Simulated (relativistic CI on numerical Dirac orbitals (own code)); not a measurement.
# Ions with 3 electrons, Si¹¹⁺ to Ar¹⁵⁺: levels along an isoelectronic sequence

Aim: follow the lowest levels of 3-electron ions as the nuclear charge grows, with one list of configurations.

The numbers are computed with relativistic CI on numerical Dirac orbitals (own code) version 3 (Dirac-Coulomb-Breit CI, KLI orbitals optimised for each configuration, model QED (radiative potential, 1s self-energy scaled to tabulated hydrogen-like ionisation energies), valence Slater integrals scaled by 0.9, P86 correlation energy added to each configuration), except any that are marked as measured or tabulated.

## (1) What is computed

| Quantity | Value |
| --- | --- |
| electrons | 3 |
| ions | Si¹¹⁺, P¹²⁺, S¹³⁺, Cl¹⁴⁺, Ar¹⁵⁺ |
| configurations | [He] 2s; [He] 2p; [He] 3s; [He] 3p; [He] 3d |

## (2) Si¹¹⁺ (Z = 14)

Settings of the run:

```ini
atom Si  Z=14  charge=11  electrons=3
nucleus A=28  rms_radius_fm=3.1224
hamiltonian dirac-coulomb  breit=on  qed=on  c_scale=1
orbitals kli  potential=per-configuration
slater_scale 0.9
correlation p86
mixing on
configurations
  [He] 2s
  [He] 2p
  [He] 3s
  [He] 3p
  [He] 3d
end
```

On the command line:

```bash
> python run_levels.py task.json out
```

task.json lists these runs, among others, and the program works through them in turn.

Main fields of the result record, rounded:

```text
{
  "status": "converged",
  "levels [i, E_cm, J2, conf, term, w_term, jj, w_jj, g, tau_s]": [
    [0, 0, 1, "2s", "2S", 1, "2s", 1, 2.001, "-"],
    [1, 195128.7, 1, "2p", "2P*", 1, "2p1/2", 1, 0.6645, 1.125e-09],
    [2, 203251.09, 3, "2p", "2P*", 1, "2p3/2", 1, 1.333, 9.912e-10],
    [3, 2388041.9, 1, "3s", "2S", 1, "3s", 1, 2.002, 5.034e-12],
    [4, 2440992.5, 1, "3p", "2P*", 1, "3p1/2", 1, 0.6653, 2.235e-12],
    [5, 2443372.7, 3, "3p", "2P*", 1, "3p3/2", 1, 1.334, 2.259e-12],
    [6, 2461387.8, 3, "3d", "2D", 1, "3d3/2", 1, 0.7991, 7.253e-13],
    [7, 2462135.4, 5, "3d", "2D", 1, "3d5/2", 1, 1.2, 7.276e-13]
  ],
  "lines, the strongest and those to the lowest levels [upper, lower, type, S_au, A_per_s, branching]": [
    [1, 0, "E1", 0.1181, 8.891e+08, 1],
    [2, 0, "E1", 0.2372, 1.009e+09, 1],
    [3, 1, "E1", 0.00616, 6.581e+10, 0.3313],
    [3, 2, "E1", 0.01257, 1.328e+11, 0.6687],
    [4, 0, "E1", 0.03035, 4.472e+11, 0.9996],
    [5, 0, "E1", 0.05989, 4.425e+11, 0.9996],
    [5, 3, "E1", 1.444, 1.239e+08, 0.0002799],
    [6, 1, "E1", 0.195, 1.149e+12, 0.8337],
    [6, 2, "E1", 0.03926, 2.29e+11, 0.1661],
    [7, 2, "E1", 0.3531, 1.374e+12, 0.9998]
  ],
  "n_levels_all": 8,
  "total_energy [Ha]": -207.12779285,
  "configurations [conf, odd, states, E_av_cm, breit_Ha, qed_Ha, corr_Ha]": [
    ["2s", 0, 2, 0.0145352, 0.03696, 0.03532, -0.1242],
    ["2p", 1, 6, 200545, 0.03736, 0.03338, -0.1151],
    ["3s", 0, 2, 2.38804e+06, 0.03497, 0.03401, -0.1251],
    ["3p", 1, 6, 2.44258e+06, 0.0351, 0.03345, -0.1263],
    ["3d", 0, 10, 2.46184e+06, 0.03423, 0.03348, -0.1302]
  ]
}
```

Run time: 0.11 s. Hardware: 1 thread, shared host.

## (3) P¹²⁺ (Z = 15)

The settings differ from step 2 so:

```diff
@@ -1,3 +1,3 @@
-atom Si  Z=14  charge=11  electrons=3
-nucleus A=28  rms_radius_fm=3.1224
+atom P  Z=15  charge=12  electrons=3
+nucleus A=31  rms_radius_fm=3.1889
 hamiltonian dirac-coulomb  breit=on  qed=on  c_scale=1
```

Results of the run:

```text
{
  "status": "converged",
  "levels [i, E_cm, J2, conf, term, w_term, jj, w_jj, g, tau_s]": [
    [0, 0, 1, "2s", "2S", 1, "2s", 1, 2.001, "-"],
    [1, 211257.71, 1, "2p", "2P*", 1, "2p1/2", 1, 0.6643, 1.038e-09],
    [2, 222418.56, 3, "2p", "2P*", 1, "2p3/2", 1, 1.333, 8.849e-10],
    [3, 2787775.4, 1, "3s", "2S", 1, "3s", 1, 2.002, 3.742e-12],
    [4, 2845264.9, 1, "3p", "2P*", 1, "3p1/2", 1, 0.6652, 1.612e-12],
    [5, 2848540.1, 3, "3p", "2P*", 1, "3p3/2", 1, 1.334, 1.632e-12],
    [6, 2868473.2, 3, "3d", "2D", 1, "3d3/2", 1, 0.799, 5.268e-13],
    [7, 2869503.6, 5, "3d", "2D", 1, "3d5/2", 1, 1.2, 5.288e-13]
  ],
  "n_levels_all": 8,
  "total_energy [Ha]": -238.89427882,
  "configurations [conf, odd, states, E_av_cm, breit_Ha, qed_Ha, corr_Ha]": [
    ["2s", 0, 2, 0.0397813, 0.04574, 0.04497, -0.131],
    ["2p", 1, 6, 218699, 0.04629, 0.04247, -0.1219],
    ["3s", 0, 2, 2.78778e+06, 0.04325, 0.04327, -0.132],
    ["3p", 1, 6, 2.84745e+06, 0.04342, 0.04254, -0.1331],
    ["3d", 0, 10, 2.86909e+06, 0.04232, 0.04258, -0.1367]
  ]
}
```

Run time: 0.12 s. Hardware: 1 thread, shared host.

## (4) S¹³⁺ (Z = 16)

The settings differ from step 3 so:

```diff
@@ -1,3 +1,3 @@
-atom P  Z=15  charge=12  electrons=3
-nucleus A=31  rms_radius_fm=3.1889
+atom S  Z=16  charge=13  electrons=3
+nucleus A=32  rms_radius_fm=3.2611
 hamiltonian dirac-coulomb  breit=on  qed=on  c_scale=1
```

Results of the run:

```text
{
  "status": "converged",
  "levels [i, E_cm, J2, conf, term, w_term, jj, w_jj, g, tau_s]": [
    [0, 0, 1, "2s", "2S", 1, "2s", 1, 2, "-"],
    [1, 227440.75, 1, "2p", "2P*", 1, "2p1/2", 1, 0.6641, 9.625e-10],
    [2, 242422.01, 3, "2p", "2P*", 1, "2p3/2", 1, 1.333, 7.906e-10],
    [3, 3218673.1, 1, "3s", "2S", 1, "3s", 1, 2.001, 2.839e-12],
    [4, 3280722.7, 1, "3p", "2P*", 1, "3p1/2", 1, 0.6651, 1.192e-12],
    [5, 3285123.9, 3, "3p", "2P*", 1, "3p3/2", 1, 1.333, 1.209e-12],
    [6, 3306969.8, 3, "3d", "2D", 1, "3d3/2", 1, 0.7989, 3.918e-13],
    [7, 3308356.6, 5, "3d", "2D", 1, "3d5/2", 1, 1.2, 3.935e-13]
  ],
  "n_levels_all": 8,
  "total_energy [Ha]": -272.94802191,
  "configurations [conf, odd, states, E_av_cm, breit_Ha, qed_Ha, corr_Ha]": [
    ["2s", 0, 2, 0.079819, 0.05582, 0.05631, -0.1377],
    ["2p", 1, 6, 237430, 0.05654, 0.05315, -0.1287],
    ["3s", 0, 2, 3.21867e+06, 0.05274, 0.05415, -0.1388],
    ["3p", 1, 6, 3.28366e+06, 0.05296, 0.05323, -0.1398],
    ["3d", 0, 10, 3.3078e+06, 0.0516, 0.05328, -0.1431]
  ]
}
```

Wall time 0.11 s (1 thread, shared host).

## (5) Cl¹⁴⁺ (Z = 17)

The settings differ from step 4 so:

```diff
@@ -1,3 +1,3 @@
-atom S  Z=16  charge=13  electrons=3
-nucleus A=32  rms_radius_fm=3.2611
+atom Cl  Z=17  charge=14  electrons=3
+nucleus A=35  rms_radius_fm=3.3654
 hamiltonian dirac-coulomb  breit=on  qed=on  c_scale=1
```

Results of the run:

```text
{
  "status": "converged",
  "levels [i, E_cm, J2, conf, term, w_term, jj, w_jj, g, tau_s]": [
    [0, 0, 1, "2s", "2S", 1, "2s", 1, 2, "-"],
    [1, 243688.4, 1, "2p", "2P*", 1, "2p1/2", 1, 0.6638, 8.97e-10],
    [2, 263396.88, 3, "2p", "2P*", 1, "2p3/2", 1, 1.332, 7.06e-10],
    [3, 3680841.7, 1, "3s", "2S", 1, "3s", 1, 2.001, 2.192e-12],
    [4, 3747474.4, 1, "3p", "2P*", 1, "3p1/2", 1, 0.665, 9.004e-13],
    [5, 3753269.9, 3, "3p", "2P*", 1, "3p3/2", 1, 1.333, 9.144e-13],
    [6, 3777021, 3, "3d", "2D", 1, "3d3/2", 1, 0.7988, 2.974e-13],
    [7, 3778849.5, 5, "3d", "2D", 1, "3d5/2", 1, 1.2, 2.989e-13]
  ],
  "n_levels_all": 8,
  "total_energy [Ha]": -309.29451309,
  "configurations [conf, odd, states, E_av_cm, breit_Ha, qed_Ha, corr_Ha]": [
    ["2s", 0, 2, 0.137, 0.06729, 0.06951, -0.1444],
    ["2p", 1, 6, 256829, 0.06821, 0.06557, -0.1356],
    ["3s", 0, 2, 3.68084e+06, 0.06354, 0.06679, -0.1454],
    ["3p", 1, 6, 3.75134e+06, 0.06381, 0.06565, -0.1464],
    ["3d", 0, 10, 3.77812e+06, 0.06215, 0.0657, -0.1494]
  ]
}
```

Wall time 0.11 s (1 thread, shared host).

## (6) Ar¹⁵⁺ (Z = 18)

The settings differ from step 5 so:

```diff
@@ -1,3 +1,3 @@
-atom Cl  Z=17  charge=14  electrons=3
-nucleus A=35  rms_radius_fm=3.3654
+atom Ar  Z=18  charge=15  electrons=3
+nucleus A=40  rms_radius_fm=3.4274
 hamiltonian dirac-coulomb  breit=on  qed=on  c_scale=1
```

Results of the run:

```text
{
  "status": "converged",
  "levels [i, E_cm, J2, conf, term, w_term, jj, w_jj, g, tau_s]": [
    [0, 0, 1, "2s", "2S", 1, "2s", 1, 2, "-"],
    [1, 260010.34, 1, "2p", "2P*", 1, "2p1/2", 1, 0.6635, 8.394e-10],
    [2, 285487.44, 3, "2p", "2P*", 1, "2p3/2", 1, 1.332, 6.297e-10],
    [3, 4174390.1, 1, "3s", "2S", 1, "3s", 1, 2.001, 1.718e-12],
    [4, 4245630.5, 1, "3p", "2P*", 1, "3p1/2", 1, 0.6648, 6.925e-13],
    [5, 4253128.4, 3, "3p", "2P*", 1, "3p3/2", 1, 1.333, 7.046e-13],
    [6, 4278775, 3, "3d", "2D", 1, "3d3/2", 1, 0.7987, 2.298e-13],
    [7, 4281143.3, 5, "3d", "2D", 1, "3d5/2", 1, 1.2, 2.311e-13]
  ],
  "n_levels_all": 8,
  "total_energy [Ha]": -347.93967954,
  "configurations [conf, odd, states, E_av_cm, breit_Ha, qed_Ha, corr_Ha]": [
    ["2s", 0, 2, 0.213988, 0.08024, 0.0847, -0.151],
    ["2p", 1, 6, 276997, 0.0814, 0.07986, -0.1425],
    ["3s", 0, 2, 4.17439e+06, 0.07573, 0.08135, -0.152],
    ["3p", 1, 6, 4.25063e+06, 0.07606, 0.07995, -0.1528],
    ["3d", 0, 10, 4.2802e+06, 0.07405, 0.08, -0.1555]
  ]
}
```

It took 0.11 s on 1 thread, shared host.

## (7) The sequence in one table

```csv
ion,lowest level,LS (%),jj (%),excitation 1 (eV),excitation 2 (eV),excitation 3 (eV)
Si¹¹⁺,2s 2S1/2,100,100,24.19,25.20,296.08
P¹²⁺,2s 2S1/2,100,100,26.19,27.58,345.64
S¹³⁺,2s 2S1/2,100,100,28.20,30.06,399.06
Cl¹⁴⁺,2s 2S1/2,100,100,30.21,32.66,456.37
Ar¹⁵⁺,2s 2S1/2,100,100,32.24,35.40,517.56
```

Levels followed by label (eV):

```csv
Z,2s 2S1/2,2p 2P°1/2,2p 2P°3/2,3s 2S1/2,3p 2P°1/2,3p 2P°3/2
14,0.00,24.19,25.20,296.08,302.64,302.94
15,0.00,26.19,27.58,345.64,352.77,353.17
16,0.00,28.20,30.06,399.06,406.76,407.30
17,0.00,30.21,32.66,456.37,464.63,465.35
18,0.00,32.24,35.40,517.56,526.39,527.32
```

## (8) Summary of results

| quantity | value |
| --- | --- |
| lowest level, first ion | 2s 2S1/2 |
| lowest level, last ion | 2s 2S1/2 |
| changes of the lowest level | none |
| interval 2P°1/2 to 2P°3/2 | 8122 to 25480 cm⁻¹ |
| mean jj purity of the low levels | 100 % |

**Reading.** The lowest level stays 2s 2S1/2 throughout. Over these ions the splitting within 2p 2P° follows Z^4.5, steeper than the fourth power of a bare nucleus, since the screened charge grows faster than Z. Only the listed configurations are in the model.
